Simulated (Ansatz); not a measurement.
# C3H7FOSi: a ladder of functionals and wavefunction methods

An exercise on one series of results from a longer session: the logs are not shown, and one member is left open.

The runs use Ansatz 0.2.0, Gaussian basis; functionals in def2-TZVPP, the program's frozen cores in correlated methods.

Levels to be run: PBE-D4, r2SCAN-D4, PBE0-D4, B3LYP-D4, ωB97X-V, ωB97M-V, B2PLYP; CCSD(T)/def2-TZVPP; MP2/def2-QZVPP; extrapolation to the limit.

## The geometry

The geometry comes from an earlier relaxation with PBE0-D4 in a triple-zeta def2 set; it is a stationary point, not always the lowest conformer.

SMILES `C=C[Si](C)(O)F`, 13 atoms, charge 0, spin multiplicity 1.

Atoms are counted from 1 here; the program's logs count them from 0.

Bond lengths: C1–C2 1.331 Å, C1–H7 1.087 Å, C1–H8 1.087 Å, C2–Si3 1.854 Å, C2–H9 1.089 Å, Si3–C4 1.845 Å, Si3–O5 1.638 Å, Si3–F6 1.605 Å, C4–H10 1.092 Å, C4–H11 1.092 Å, C4–H12 1.092 Å, O5–H13 0.958 Å. Angles: C2–C1–H7 122.4°, C2–C1–H8 121.6°, H7–C1–H8 116.0°, C1–C2–Si3 122.9°, C1–C2–H9 118.0°, Si3–C2–H9 119.1°, C2–Si3–C4 114.6°, C2–Si3–O5 110.9°, C2–Si3–F6 106.0°, C4–Si3–O5 107.3°, C4–Si3–F6 108.4°, O5–Si3–F6 109.5°, Si3–C4–H10 110.5°, Si3–C4–H11 110.8°, Si3–C4–H12 110.5°, H10–C4–H11 108.3°, H10–C4–H12 108.4°, H11–C4–H12 108.2° and more.

As a file:

```
C     0.98229   -1.74211    0.88482
C    -0.19199   -1.16183    0.64872
Si   -0.35823    0.62652    0.19078
C    -0.69958    0.93259   -1.59658
O     0.99952    1.45718    0.57607
F    -1.59254    1.19053    1.04713
H     1.07108   -2.79420    1.14129
H     1.91382   -1.18510    0.82734
H    -1.08911   -1.77632    0.71604
H    -0.83653    2.00018   -1.78335
H    -1.60492    0.40984   -1.91363
H     0.13124    0.57917   -2.21105
H     1.29536    1.42903    1.48722
```

Set-up of the first run:

File in.yaml:

```yaml
crystal:
  periodic: [false, false, false]
  atoms:
    - {symbol: C, position_ang: [0.982288, -1.742112, 0.884815]}
    - {symbol: C, position_ang: [-0.191991, -1.161828, 0.648718]}
    - {symbol: Si, position_ang: [-0.358232, 0.626524, 0.190784]}
    - {symbol: C, position_ang: [-0.699582, 0.932593, -1.596580]}
    - {symbol: O, position_ang: [0.999521, 1.457182, 0.576066]}
    - {symbol: F, position_ang: [-1.592538, 1.190531, 1.047132]}
    - {symbol: H, position_ang: [1.071081, -2.794200, 1.141292]}
    - {symbol: H, position_ang: [1.913822, -1.185095, 0.827335]}
    - {symbol: H, position_ang: [-1.089112, -1.776325, 0.716041]}
    - {symbol: H, position_ang: [-0.836533, 2.000180, -1.783353]}
    - {symbol: H, position_ang: [-1.604924, 0.409840, -1.913628]}
    - {symbol: H, position_ang: [0.131238, 0.579174, -2.211046]}
    - {symbol: H, position_ang: [1.295359, 1.429034, 1.487223]}
basis:
  gaussian: {orbitals: def2-TZVPP}
hamiltonian: {xc: pbe, dispersion: d4}
output: {forces: true, orbitals: {seedname: orbitals}}
```

Command:

```
$ ansatz run in.yaml --threads 2 --pin off --events-out ev --progress --plain --max-ram 22528MiB --backend cuda --devices 0, --max-vram 18GiB
```

Steps of the session up to this table: PBE-D4 (GGA); r2SCAN-D4 (meta-GGA); PBE0-D4 (hybrid); B3LYP-D4 (hybrid); ωB97X-V (range-separated); ωB97M-V (range-separated); B2PLYP (double hybrid); CCSD(T) in def2-TZVPP; MP2 in def2-QZVPP.

One of the session's tables, all rows but one given; the rest of the session is left out.

```
            method  atomisation energy (eV)
            PBE-D4                   56.568
         r2SCAN-D4                   55.820
           PBE0-D4                   55.634
          B3LYP-D4                   55.592
           ωB97X-V                   55.714
           ωB97M-V                   55.845
            B2PLYP                   55.162
     HF/def2-TZVPP                   41.590
    MP2/def2-TZVPP                   55.490
   CCSD/def2-TZVPP                   53.634
CCSD(T)/def2-TZVPP                   54.402
           MP2/CBS                   56.902
       CCSD(T)/CBS                        ?
```

Estimate the missing values for CCSD(T)/CBS.

As computed: atomisation energy (eV): 55.814. In the column «atomisation energy (eV)» it lies between ωB97X-V (55.714) and r2SCAN-D4 (55.820).
